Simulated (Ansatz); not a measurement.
# CH4AlClS: the cost of one run

All numbers are computed with Ansatz 0.2.0, driven from Python. Level of theory: r2SCAN0/6-31G*.

## 1. Starting point

Bond lengths: C1–S2 1.767 Å, S2–Al3 2.247 Å, Al3–Cl4 2.189 Å, C1–H5 1.108 Å, C1–H6 1.172 Å, C1–H7 1.097 Å, Al3–H8 1.666 Å. Angles: C1–S2–Al3 93.1°, S2–C1–H5 113.0°, S2–C1–H6 109.8°, S2–C1–H7 113.5°, H5–C1–H6 103.5°, H5–C1–H7 109.9°, H6–C1–H7 106.5°, S2–Al3–Cl4 122.7°, S2–Al3–H8 120.3°, Cl4–Al3–H8 117.0°.

The script holds or builds the structure itself.

## 2. Script

Input file ch4alcls.py:

```python
'''Gap between spin states of CH4AlClS at one geometry.'''

import ansatz as az

config = {
    'basis_set': '6-31G*',
    'functional': 'R2SCAN0',
}


def main() -> None:
    ch4alcls = (
        az.Crystal.molecule()
        .atom('C', [-0.9991, 0.6894, -0.5131])
        .atom('S', [-0.0926, -0.5828, -1.3392])
        .atom('Al', [1.3028, -0.8847, 0.3956])
        .atom('Cl', [0.8872, -2.2948, 2.0176])
        .atom('H', [-0.3895, 1.5915, -0.3081])
        .atom('H', [-1.8507, 1.0881, -1.2128])
        .atom('H', [-1.4863, 0.3511, 0.4102])
        .atom('H', [2.7203, -0.015, 0.494])
    )

    calc = ch4alcls.calculation()
    calc = calc.basis(gaussian=config['basis_set'])
    calc = calc.functional(config['functional'])
    found = {}
    for unpaired in [0, 2, 4]:
        rep = calc.spin('collinear', total=unpaired).run(threads=1).report
        s = unpaired / 2
        found[unpaired] = rep['free_energy_ev']
        print(f'2S+1 = {unpaired + 1}: E = {found[unpaired]:.5f} eV, <S^2> = {abs(rep["mean_field"]["state"]["spin_squared"]):.3f} (pure state {s * (s + 1):.2f})')
    lowest = min(found, key=found.get)
    for unpaired, e in found.items():
        print(f'multiplicity {unpaired + 1}: {96.485332 * (e - found[lowest]):.1f} kJ/mol above the lowest')


if __name__ == '__main__':
    main()
```

## 3. What the engine is handed

The engine receives this input (first run):

```yaml
crystal:
  periodic: [false, false, false]
  atoms:
    - { symbol: C, position_ang: [-0.9991, 0.6894, -0.5131] }
    - { symbol: S, position_ang: [-0.0926, -0.5828, -1.3392] }
    - { symbol: Al, position_ang: [1.3028, -0.8847, 0.3956] }
    - { symbol: Cl, position_ang: [0.8872, -2.2948, 2.0176] }
    - { symbol: H, position_ang: [-0.3895, 1.5915, -0.3081] }
    - { symbol: H, position_ang: [-1.8507, 1.0881, -1.2128] }
    - { symbol: H, position_ang: [-1.4863, 0.3511, 0.4102] }
    - { symbol: H, position_ang: [2.7203, -0.015, 0.494] }
basis:
  gaussian:
    orbitals: "6-31G*"
hamiltonian:
  xc: r2scan0
magnetization:
  spin_polarized: true
  initial_magnetization: 0.0
```

## 4. Launch

Started as:

```sh
$ python ch4alcls.py
```

**Question.** How long does this script take on 1 thread of Arm Neoverse V2, shared host, and how much memory does it need?

About 39 s, with a peak of 0.33 GiB.
